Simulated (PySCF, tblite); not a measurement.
# C3H12OSi2, a small molecule taken as a stand-in for a surface group (carbon-backed Si): NMR shifts, core binding energies and electronic excitations, part 1 of 2

Wanted: the NMR shifts, core binding energies and electronic excitations for `C[Si](C)(C)O[SiH3]`.

Programs: tblite 0.8.0 and PySCF 2.14.0. All values are calculated, for the isolated system unless a continuum is named. Atoms count from 0, parts from 1.

## (1) Starting point

18 atoms, charge 0, multiplicity 1; geometry: distance geometry start.

## (2) Geometry optimisation with GFN2-xTB

The job: settings as JSON, then the geometry in Å.

```
{"job": {"kind": "relax", "xc": "GFN2-xTB", "basis": "xTB"}, "charge": 0, "multiplicity": 1}
C     -1.130286    -0.966646    -1.421664
Si    -0.349891     0.113167    -0.123822
C     -0.029408    -0.942290     1.351468
C     -1.603616     1.436077     0.378545
O      0.985113     0.953361    -0.745227
Si     2.496611     0.442075    -0.271941
H     -1.999105    -0.455411    -1.922157
H     -0.367533    -1.206048    -2.195121
H     -1.481305    -1.944649    -1.019910
H     -0.568719    -0.503343     2.234469
H     -0.435292    -1.947947     1.163923
H      0.990300    -1.041001     1.562285
H     -1.362613     2.404911    -0.125335
H     -2.632069     1.124799     0.156034
H     -1.498668     1.594756     1.482376
H      3.003047    -0.674567    -1.119868
H      2.643722     0.099580     1.139136
H      3.412419     1.578306    -0.506024
```

Method: GFN2-xTB geometry optimisation, gas phase.

Command:

```
$ OMP_NUM_THREADS=1 python cluster_run.py task.json out
```

The driver reads the jobs from task.json and runs them one after another.

The log of the run:

```text
step      E/eV     max force
  0    -547.73652    2.141
  1    -547.99421    1.309
  2    -548.08154    0.816
  3    -548.13953    0.588
  4    -548.20131    0.632
  5    -548.24251    0.499
  6    -548.27038    0.503
  7    -548.28994    0.404
  8    -548.30408    0.324
  9    -548.31592    0.314
 10    -548.32826    0.341
 11    -548.34302    0.345
 12    -548.36091    0.309
 13    -548.37999    0.376
 14    -548.39650    0.283
 15    -548.40855    0.244
 16    -548.41892    0.282
 17    -548.42986    0.278
 18    -548.43906    0.216
 19    -548.44512    0.169
 20    -548.44974    0.197
 21    -548.45491    0.253
 22    -548.45980    0.197
 23    -548.46316    0.125
 24    -548.46528    0.116
 25    -548.46774    0.140
 26    -548.47172    0.198
 27    -548.47692    0.213
 28    -548.48186    0.161
 29    -548.48564    0.141
 30    -548.48853    0.193
 31    -548.49063    0.148
 32    -548.49190    0.063
 33    -548.49256    0.058
 34    -548.49310    0.093
 35    -548.49378    0.129
 36    -548.49464    0.099
 37    -548.49554    0.057
 38    -548.49633    0.060
 39    -548.49719    0.090
 40    -548.49857    0.124
 41    -548.50010    0.107
 42    -548.50136    0.081
 43    -548.50222    0.069
 44    -548.50306    0.083
 45    -548.50415    0.099
 46    -548.50539    0.088
 47    -548.50653    0.069
 48    -548.50760    0.082
 49    -548.50885    0.090
 50    -548.51042    0.112
 51    -548.51185    0.100
 52    -548.51262    0.068
 53    -548.51290    0.084
 54    -548.51328    0.040
 55    -548.51372    0.037
 56    -548.51442    0.056
 57    -548.51515    0.051
 58    -548.51561    0.041
 59    -548.51589    0.041
 60    -548.51638    0.041
 61    -548.51673    0.045
 62    -548.51714    0.051
 63    -548.51758    0.066
 64    -548.51816    0.069
 65    -548.51854    0.149
 66    -548.51933    0.072
 67    -548.51986    0.052
 68    -548.52069    0.080
 69    -548.52098    0.054
 70    -548.52155    0.047
 71    -548.52215    0.053
 72    -548.52241    0.043
 73    -548.52271    0.058
 74    -548.52314    0.049
 75    -548.52359    0.050
 76    -548.52393    0.076
 77    -548.52434    0.061
 78    -548.52484    0.055
 79    -548.52520    0.047
 80    -548.52560    0.040
 81    -548.52598    0.044
 82    -548.52643    0.045
 83    -548.52686    0.042
 84    -548.52713    0.055
 85    -548.52745    0.048
 86    -548.52768    0.037
 87    -548.52801    0.038
 88    -548.52829    0.046
 89    -548.52880    0.051
 90    -548.52925    0.052
 91    -548.52969    0.062
 92    -548.53019    0.071
 93    -548.53089    0.077
 94    -548.53178    0.091
 95    -548.53280    0.115
 96    -548.53306    0.138
 97    -548.53465    0.073
 98    -548.53558    0.067
 99    -548.53782    0.108
100    -548.53880    0.118
101    -548.54047    0.127
102    -548.54205    0.126
103    -548.54342    0.106
104    -548.54407    0.068
105    -548.54471    0.082
106    -548.54539    0.086
107    -548.54647    0.054
108    -548.54717    0.047
109    -548.54786    0.063
110    -548.54828    0.058
111    -548.54883    0.077
112    -548.54960    0.097
113    -548.55100    0.118
114    -548.55237    0.081
115    -548.55369    0.068
116    -548.55537    0.068
117    -548.55626    0.072
118    -548.55687    0.098
119    -548.55783    0.064
120    -548.55870    0.070
121    -548.56009    0.054
122    -548.56047    0.047
123    -548.56086    0.049
124    -548.56106    0.032
125    -548.56119    0.033
126    -548.56127    0.021
127    -548.56134    0.020
128    -548.56141    0.021
129    -548.56148    0.022
130    -548.56153    0.013
131    -548.56156    0.012
132    -548.56160    0.016
133    -548.56164    0.025
134    -548.56170    0.027
135    -548.56178    0.020
136    -548.56186    0.020
137    -548.56195    0.023
138    -548.56204    0.026
139    -548.56215    0.035
140    -548.56230    0.034
141    -548.56245    0.026
142    -548.56256    0.027
143    -548.56263    0.025
144    -548.56270    0.023
145    -548.56276    0.018
146    -548.56282    0.018
147    -548.56287    0.019
148    -548.56292    0.017
149    -548.56297    0.015
150    -548.56301    0.013
151    -548.56305    0.012
152    -548.56307    0.012
153    -548.56310    0.012
154    -548.56313    0.014
155    -548.56317    0.014
156    -548.56320    0.016
157    -548.56324    0.017
158    -548.56331    0.021
159    -548.56340    0.024
160    -548.56353    0.028
161    -548.56372    0.039
162    -548.56392    0.039
163    -548.56411    0.031
164    -548.56427    0.035
165    -548.56439    0.028
166    -548.56449    0.027
167    -548.56462    0.022
168    -548.56469    0.022
169    -548.56476    0.018
170    -548.56480    0.013
171    -548.56484    0.013
172    -548.56486    0.016
173    -548.56489    0.016
174    -548.56491    0.012
175    -548.56495    0.016
176    -548.56497    0.018
177    -548.56500    0.014
178    -548.56502    0.009
179    -548.56503    0.009
180    -548.56504    0.008
181    -548.56506    0.011
182    -548.56507    0.012
183    -548.56509    0.010
184    -548.56510    0.009
185    -548.56512    0.010
186    -548.56514    0.010
187    -548.56516    0.011
188    -548.56517    0.010
189    -548.56518    0.009
190    -548.56519    0.007
```

Run time: 2.4 s. Hardware: 1 thread of AMD EPYC 9R14, shared host.

Step by step:

```
step  energy from step 0 (eV)  largest force (eV/Å)
   0                   0.0000                2.1413
   7                  -0.5534                0.4043
  14                  -0.6600                0.2833
  21                  -0.7184                0.2525
  28                  -0.7453                0.1613
  35                  -0.7573                0.1286
  42                  -0.7648                0.0805
  49                  -0.7723                0.0897
  56                  -0.7779                0.0566
  63                  -0.7811                0.0660
  70                  -0.7850                0.0463
  77                  -0.7878                0.0612
  84                  -0.7906                0.0549
  91                  -0.7932                0.0612
  98                  -0.7991                0.0679
 105                  -0.8082                0.0818
 112                  -0.8131                0.0963
 119                  -0.8213                0.0643
 126                  -0.8247                0.0208
 133                  -0.8251                0.0251
 140                  -0.8258                0.0345
 147                  -0.8263                0.0199
 154                  -0.8266                0.0143
 161                  -0.8272                0.0396
 168                  -0.8282                0.0212
 175                  -0.8284                0.0154
 182                  -0.8285                0.0117
 189                  -0.8287                0.0085
 190                  -0.8287                0.0062
```

Distances of close pairs at the start and the end, largest changes first:

```
  bond  before (Å)  after (Å)  change (Å)
Si1–O4       1.695      1.634      -0.061
Si1–C2       1.842      1.903      +0.061
O4–Si5       1.664      1.615      -0.050
C0–Si1       1.860      1.904      +0.044
C2–H11       1.046      1.086      +0.040
 C0–H6       1.125      1.086      -0.039
 C2–H9       1.124      1.086      -0.038
C3–H14       1.120      1.086      -0.034
```

## (3) Relaxing the molecule at PBE0-D3(BJ)/def2-SVP

The job: settings as JSON, then the geometry in Å.

```
{"job": {"xc": "PBE0", "basis": "def2-SVP", "d3": "d3bj", "grid": 2, "kind": "geom", "shake": 0.01}, "charge": 0, "multiplicity": 1}
C     -0.866600    -1.007836    -1.493855
Si    -0.407410    -0.129437     0.129083
C     -0.525918    -1.333070     1.590787
C     -1.422835     1.434890     0.420418
O      1.155562     0.342917     0.017204
Si     2.613920     0.815194    -0.488920
H     -0.767421    -0.312522    -2.344075
H     -0.244108    -1.843047    -1.691885
H     -1.919580    -1.316353    -1.459886
H     -0.168726    -0.864839     2.528197
H     -1.532528    -1.674222     1.768433
H      0.118621    -2.206565     1.439186
H     -1.410285     2.130648    -0.422952
H     -2.521085     1.185696     0.560511
H     -1.136922     1.954849     1.313302
H      3.170047    -0.262236    -1.288680
H      3.398796     1.057051     0.725218
H      2.447699     2.034522    -1.276170
```

The log of the run:

```text
step   0  E = -775.06271308  max force = 0.033263
step   1  E = -775.07045085  max force = 0.012454
step   2  E = -775.07103782  max force = 0.002698
step   3  E = -775.07111611  max force = 0.001017
step   4  E = -775.07116259  max force = 0.001177
step   5  E = -775.07120824  max force = 0.001311
step   6  E = -775.07127116  max force = 0.001479
step   7  E = -775.07137333  max force = 0.001452
step   8  E = -775.07146397  max force = 0.001512
step   9  E = -775.07155556  max force = 0.001056
step  10  E = -775.07162349  max force = 0.000642
step  11  E = -775.07163724  max force = 0.000356
optimisation converged
```

Run time: 1.8 min. Hardware: 1 thread of AMD EPYC 9R14, shared host; peak memory 0.78 GiB.

The steps of the relaxation:

```
step  energy from step 0 (eV)  largest force component (eV/Å)
   0                   0.0000                          1.7105
   1                  -0.2106                          0.6404
   2                  -0.2265                          0.1387
   3                  -0.2287                          0.0523
   4                  -0.2299                          0.0605
   5                  -0.2312                          0.0674
   6                  -0.2329                          0.0761
   7                  -0.2357                          0.0747
   8                  -0.2381                          0.0778
   9                  -0.2406                          0.0543
  10                  -0.2425                          0.0330
  11                  -0.2428                          0.0183
```

Close pairs (by a distance rule), those that changed most:

```
   bond  before (Å)  after (Å)  change (Å)
Si5–H15       1.452      1.496      +0.044
  C0–H7       1.060      1.102      +0.041
 Si1–O4       1.637      1.675      +0.039
Si5–H17       1.461      1.497      +0.036
 O4–Si5       1.614      1.649      +0.035
 C3–H13       1.135      1.102      -0.033
 C3–H14       1.072      1.101      +0.029
 Si1–C2       1.897      1.869      -0.028
```

The final coordinates are the input of the step that follows.

```
                         at the end point                value
  point group (found at 0.08 Å tolerance)                   C1
rotational constants (GHz, main isotopes)  3.032, 1.297, 1.294
                        dipole moment (D)                 1.09
```

## (4) Shielding tensors: PBE0/pcSseg-1

The job: settings as JSON, then the geometry in Å.

```
{"job": {"kind": "nmr", "xc": "PBE0", "basis": "pcSseg-1"}, "charge": 0, "multiplicity": 1}
C     -0.733982    -0.823237    -1.480707
Si    -0.380016    -0.141851     0.230367
C     -0.653242    -1.446559     1.540923
C     -1.422504     1.376119     0.568113
O      1.232582     0.304443     0.310910
Si     2.544430     0.810297    -0.550732
H     -0.573578    -0.060371    -2.259346
H     -0.078315    -1.679478    -1.706160
H     -1.776933    -1.169357    -1.560170
H     -0.420229    -1.047745     2.540596
H     -1.699395    -1.791608     1.547503
H     -0.006728    -2.320900     1.367699
H     -1.219104     2.166511    -0.171676
H     -2.497614     1.139002     0.523046
H     -1.206148     1.786355     1.566932
H      2.969994    -0.233662    -1.534835
H      3.668974     1.073106     0.392675
H      2.240479     2.067586    -1.304321
```

With the program's defaults for keys left out, this is: GIAO PBE0/pcSseg-1 NMR shielding, non-relativistic, gas phase.

The log of the run:

```text
coarse grid: 15032 points
cycle   1  E = -775.1517278693  dE =  1.808e-01  |g| = 8.598e-01  |ddm| = 3.634e+00
cycle   2  E = -774.9484778634  dE =  2.033e-01  |g| = 1.332e+00  |ddm| = 1.765e+00
cycle   3  E = -775.2923941378  dE = -3.439e-01  |g| = 1.791e-01  |ddm| = 1.288e+00
cycle   4  E = -775.2989764939  dE = -6.582e-03  |g| = 3.475e-02  |ddm| = 1.566e-01
cycle   5  E = -775.2992686650  dE = -2.922e-04  |g| = 6.150e-03  |ddm| = 3.131e-02
cycle   6  E = -775.2992779172  dE = -9.252e-06  |g| = 1.445e-03  |ddm| = 8.954e-03
final grid: 133152 points
cycle   7  E = -775.3428619618  dE = -1.298e-05  |g| = 1.092e-02  |ddm| = 2.021e-02
cycle   8  E = -775.3428366888  dE =  2.527e-05  |g| = 1.591e-02  |ddm| = 1.891e-02
cycle   9  E = -775.3428865687  dE = -4.988e-05  |g| = 1.783e-03  |ddm| = 1.175e-02
cycle  10  E = -775.3428872204  dE = -6.516e-07  |g| = 1.107e-04  |ddm| = 1.420e-03
cycle  11  E = -775.3428872225  dE = -2.160e-09  |g| = 2.704e-05  |ddm| = 1.229e-04
cycle  12  E = -775.3428872227  dE = -1.446e-10  |g| = 5.408e-06  |ddm| = 3.897e-05
converged SCF energy = -775.3428872227

GIAO shielding tensors (ppm)
atom      isotropic    diamagn.    paramagn.     s11        s22        s33       span
  0 C      183.676     257.731     -74.055    177.474    182.950    190.603     13.129
  1 Si     331.086     881.342    -550.257    312.999    325.611    354.648     41.649
  2 C      182.764     256.383     -73.618    174.483    182.992    190.817     16.334
  3 C      183.192     256.833     -73.641    175.371    183.420    190.785     15.414
  4 O      302.471     401.842     -99.371    250.296    326.402    330.715     80.419
  5 Si     395.729     878.996    -483.267    350.360    361.899    474.930    124.570
  6 H       31.075      32.755      -1.680     27.376     28.728     37.122      9.746
  7 H       30.948      32.355      -1.407     27.340     28.382     37.123      9.783
  8 H       31.354      31.339       0.015     27.404     28.612     38.047     10.643
  9 H       30.949      30.925       0.023     26.981     28.504     37.360     10.379
 10 H       31.455      30.630       0.825     27.494     28.790     38.080     10.586
 11 H       31.023      31.373      -0.350     26.964     28.748     37.358     10.394
 12 H       30.996      32.158      -1.162     26.948     28.913     37.126     10.178
 13 H       31.427      30.920       0.507     27.497     28.714     38.070     10.573
 14 H       31.007      31.236      -0.229     27.135     28.431     37.455     10.320
 15 H       26.280      29.200      -2.920     22.721     24.901     31.218      8.497
 16 H       26.349      28.256      -1.906     22.923     24.366     31.758      8.836
 17 H       26.268      29.280      -3.011     22.777     24.782     31.247      8.470
```

Run time: 16 s. Hardware: 1 thread of AMD EPYC 9R14, shared host; peak memory 0.87 GiB.

The references, computed at this level on geometries of the same kind, shield at (ppm): 1H TMS 31.27, 13C TMS 184.4, 29Si TMS 352.0, 17O H2O 334.6. Their shielding less the atom's gives the shift. The references are single molecules in the gas phase, so shifts against H2O, NH3, PH3, H3PO4 or CFCl3 are not on the usual liquid scales and can be off by tens of ppm.

```
atoms                               environment  σ (ppm)  δ (ppm)  δ scaled to CDCl3
   C2                methyl carbon bonded to Si    182.8      1.6                1.1
   C3                methyl carbon bonded to Si    183.2      1.2                0.7
   C0                methyl carbon bonded to Si    183.7      0.7                0.2
  H17         hydrogen on a silicon bonded to O    26.27     5.00                  –
  H15         hydrogen on a silicon bonded to O    26.28     4.99                  –
  H16         hydrogen on a silicon bonded to O    26.35     4.92                  –
   H7  hydrogen on a methyl carbon bonded to Si    30.95     0.32               0.52
   H9  hydrogen on a methyl carbon bonded to Si    30.95     0.32               0.52
  H12  hydrogen on a methyl carbon bonded to Si    31.00     0.27               0.47
  H14  hydrogen on a methyl carbon bonded to Si    31.01     0.26               0.46
  H11  hydrogen on a methyl carbon bonded to Si    31.02     0.24               0.45
   H6  hydrogen on a methyl carbon bonded to Si    31.08     0.19               0.40
   H8  hydrogen on a methyl carbon bonded to Si    31.35    -0.09               0.13
  H13  hydrogen on a methyl carbon bonded to Si    31.43    -0.16               0.06
  H10  hydrogen on a methyl carbon bonded to Si    31.45    -0.19               0.04
  Si1                  silicon bonded to 3 C, O    331.1     20.9                  –
  Si5                  silicon bonded to O, 3 H    395.7    -43.7                  –
   O4                     oxygen bonded to 2 Si    302.5     32.1                  –
```

The scaled column applies a straight-line fit of computed shieldings to shifts measured in CDCl3 (root-mean-square error 0.21 ppm for H, 2.0 ppm for C).

Charges from the same density, by scheme (e):

```
atoms  Mulliken    IAO  Hirshfeld  ESP fit
   C0     -0.66  -0.74      -0.22    -0.81
  Si1      1.11   1.30       0.46     1.24
   C2     -0.64  -0.74      -0.22    -0.82
   C3     -0.64  -0.74      -0.22    -0.77
   O4     -0.77  -0.87      -0.31    -0.61
  Si5      0.71   0.85       0.38     0.57
```

Mayer bond orders: C0–Si1 0.95, Si1–C2 0.96, Si1–C3 0.96, Si1–O4 0.87, O4–Si5 0.95.

(Continued in part 2 of 2.)
